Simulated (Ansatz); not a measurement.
**(MoO3)3 (Mo₃O₉): structure and electronic state**

What does (MoO3)3 (Mo₃O₉) look like as a singlet, and where do its frontier electrons sit?

Program: Ansatz 0.2.0, Gaussian basis. Level of theory: RKS PBE0-D4/def2-TZVP. These are calculated values, not measurements.

The runs, in order: relaxation at PBE-D4/def2-SVP; a single point at PBE0-D4/def2-TZVP.

1 further run of the same task is left out (set aside as unsound or not needed).

### Step 1. Starting geometry

12 atoms, charge 0, spin multiplicity 1.

Atoms are counted from 1 here; the program's logs count them from 0.

Bond lengths: O1–Mo2 1.634 Å, Mo2–O3 1.634 Å, Mo2–O4 1.790 Å, Mo2–O12 1.789 Å, O4–Mo5 1.789 Å, Mo5–O6 1.634 Å, Mo5–O7 1.634 Å, Mo5–O8 1.789 Å, O8–Mo9 1.789 Å, Mo9–O10 1.634 Å, Mo9–O11 1.634 Å, Mo9–O12 1.790 Å. Angles: O1–Mo2–O3 111.2°, O1–Mo2–O4 110.6°, O1–Mo2–O12 110.6°, O3–Mo2–O4 110.6°, O3–Mo2–O12 110.6°, O4–Mo2–O12 102.8°, Mo2–O4–Mo5 137.2°, O4–Mo5–O6 110.5°, O4–Mo5–O7 110.8°, O4–Mo5–O8 102.8°, O6–Mo5–O7 111.2°, O6–Mo5–O8 110.5°, O7–Mo5–O8 110.8°, Mo5–O8–Mo9 137.2°, O8–Mo9–O10 110.6°, O8–Mo9–O11 110.7°, O8–Mo9–O12 102.8°, O10–Mo9–O11 111.2° and more.

Geometry (Å):

```csv
atom,x (Å),y (Å),z (Å)
O1,1.4264,2.7900,0.2565
Mo2,0.0530,1.9213,0.0835
O3,-1.2558,2.8959,-0.0087
O4,-0.1258,0.7499,1.4252
Mo5,-0.1867,-1.0284,1.6151
O6,1.0871,-1.5537,2.4935
O7,-1.6013,-1.4917,2.2896
O8,-0.0678,-1.6118,-0.0724
Mo9,0.1265,-0.8926,-1.6991
O10,-1.1456,-1.2736,-2.6520
O11,1.5358,-1.3691,-2.3755
O12,0.1542,0.8637,-1.3557
```

Mo takes a core potential in the def2 sets. No spin-orbit coupling is included.

The start is a GFN2-xTB geometry.

### Step 2. Relaxation at PBE-D4/def2-SVP

The input, in.yaml:

```yaml
crystal:
  periodic: [false, false, false]
  atoms:
    - {symbol: O, position_ang: [1.426350, 2.790040, 0.256510]}
    - {symbol: Mo, position_ang: [0.052990, 1.921350, 0.083500]}
    - {symbol: O, position_ang: [-1.255760, 2.895940, -0.008740]}
    - {symbol: O, position_ang: [-0.125840, 0.749890, 1.425210]}
    - {symbol: Mo, position_ang: [-0.186750, -1.028360, 1.615140]}
    - {symbol: O, position_ang: [1.087120, -1.553700, 2.493470]}
    - {symbol: O, position_ang: [-1.601290, -1.491710, 2.289630]}
    - {symbol: O, position_ang: [-0.067780, -1.611770, -0.072390]}
    - {symbol: Mo, position_ang: [0.126490, -0.892620, -1.699140]}
    - {symbol: O, position_ang: [-1.145600, -1.273610, -2.652040]}
    - {symbol: O, position_ang: [1.535810, -1.369130, -2.375470]}
    - {symbol: O, position_ang: [0.154250, 0.863680, -1.355680]}
basis:
  gaussian: {orbitals: def2-SVP}
hamiltonian: {xc: pbe, dispersion: d4}
scf: {lower_state_search: "off"}
output: {orbitals: {seedname: orbitals}}
relax: {f_tol: 0.03, max_steps: 70}
```

Started as:

```bash
ansatz run in.yaml --threads 2 --pin off --events-out ev --progress --plain --max-ram 32768MiB --backend cuda --devices 0, --max-vram 18GiB
```

The runs that follow: Single point, PBE0-D4/def2-TZVP.

Q: Predict the results of all the runs planned. Wanted: point group; commonest bond; HOMO, LUMO at PBE0-D4/def2-TZVP; dipole at PBE-D4/def2-SVP.

**Answer**, as computed:

| quantity | value |
| --- | --- |
| point group | D3h |
| commonest bond | Mo–O, 12 of mean length 1.796 Å |
| HOMO, LUMO at PBE0-D4/def2-TZVP | -10.08, -4.37 eV |
| dipole at PBE-D4/def2-SVP | 0.02 D |

In words: The molecule keeps its bonding pattern by the stored test; the atoms moved 0.16 Å (rms). No usable vibrations, so a minimum isn't proven. The HOMO lies nearest to 6 O atoms about 16 % each and the LUMO to Mo5, Mo9 about 27 % each; Mo2 10 %. Whether this spin is the lowest isn't tested here.
